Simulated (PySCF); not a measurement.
# Bi7 (Bi72+): the cost of one run

Program: PySCF 2.14.0. Level of theory: TPSS, Bi def2-SVP with ECP60; scalar-relativistic core potentials, no spin–orbit coupling. These are calculated values, not measurements.

6 further runs of the same task are left out: 2 for a known fault of the program, 4 that didn't finish.

## (1) Starting geometry

7 atoms, charge 2, spin multiplicity 4.

Bond lengths: Bi1–Bi2 3.091 Å, Bi1–Bi5 3.091 Å, Bi1–Bi6 3.315 Å, Bi1–Bi7 3.315 Å, Bi2–Bi3 3.091 Å, Bi2–Bi6 3.315 Å, Bi2–Bi7 3.315 Å, Bi3–Bi4 3.091 Å, Bi3–Bi6 3.315 Å, Bi3–Bi7 3.315 Å, Bi4–Bi5 3.091 Å, Bi4–Bi6 3.315 Å, Bi4–Bi7 3.315 Å, Bi5–Bi6 3.315 Å, Bi5–Bi7 3.315 Å. Angles: Bi2–Bi1–Bi5 108.0°, Bi2–Bi1–Bi6 62.2°, Bi2–Bi1–Bi7 62.2°, Bi5–Bi1–Bi6 62.2°, Bi5–Bi1–Bi7 62.2°, Bi6–Bi1–Bi7 75.0°, Bi1–Bi2–Bi3 108.0°, Bi1–Bi2–Bi6 62.2°, Bi1–Bi2–Bi7 62.2°, Bi3–Bi2–Bi6 62.2°, Bi3–Bi2–Bi7 62.2°, Bi6–Bi2–Bi7 75.0°, Bi2–Bi3–Bi4 108.0°, Bi2–Bi3–Bi6 62.2°, Bi2–Bi3–Bi7 62.2°, Bi4–Bi3–Bi6 62.2°, Bi4–Bi3–Bi7 62.2°, Bi6–Bi3–Bi7 75.0° and more.

As a file:

```xyz
7
charge 2, multiplicity 4
Bi    2.6297    0.0000    0.0000
Bi    0.8126    2.5010    0.0000
Bi   -2.1275    1.5457    0.0000
Bi   -2.1275   -1.5457    0.0000
Bi    0.8127   -2.5010    0.0000
Bi    0.0000    0.0000    2.0183
Bi    0.0000    0.0000   -2.0183
```

An earlier session relaxed this geometry at TPSS, Bi def2-SVP with ECP60 (quartet, point group D5h).

Its energy there is -1501.663577 Eh.

## (2) Multiplicity 6 at the relaxed geometry

run.py (the lines that set the calculation) reads:

```python
mol = gto.M(atom='''
Bi     2.62973     0.00004     0.00000
Bi     0.81259     2.50103     0.00000
Bi    -2.12752     1.54569     0.00000
Bi    -2.12747    -1.54575     0.00000
Bi     0.81267    -2.50101     0.00000
Bi     0.00000     0.00000     2.01827
Bi     0.00000     0.00000    -2.01827''',
    basis={'Bi': 'def2-SVP'},
    ecp={'Bi': 'def2-SVP'},
    charge=2, spin=5)
mf = dft.UKS(mol, xc='TPSS')
mf.grids.atom_grid = (50, 194)
mf = mf.density_fit()  # fitting sets: Bi def2-universal-JKFIT
mf.conv_tol = 1e-08; mf.max_cycle = 55
mf.kernel(dm0)  # dm0: free metal ions and neutral atoms
```

The run is started by

```
$ OMP_NUM_THREADS=4 python run.py
```

**Question.** How long does this run take on 4 threads of Arm Neoverse V1, shared host?

About 21 s.
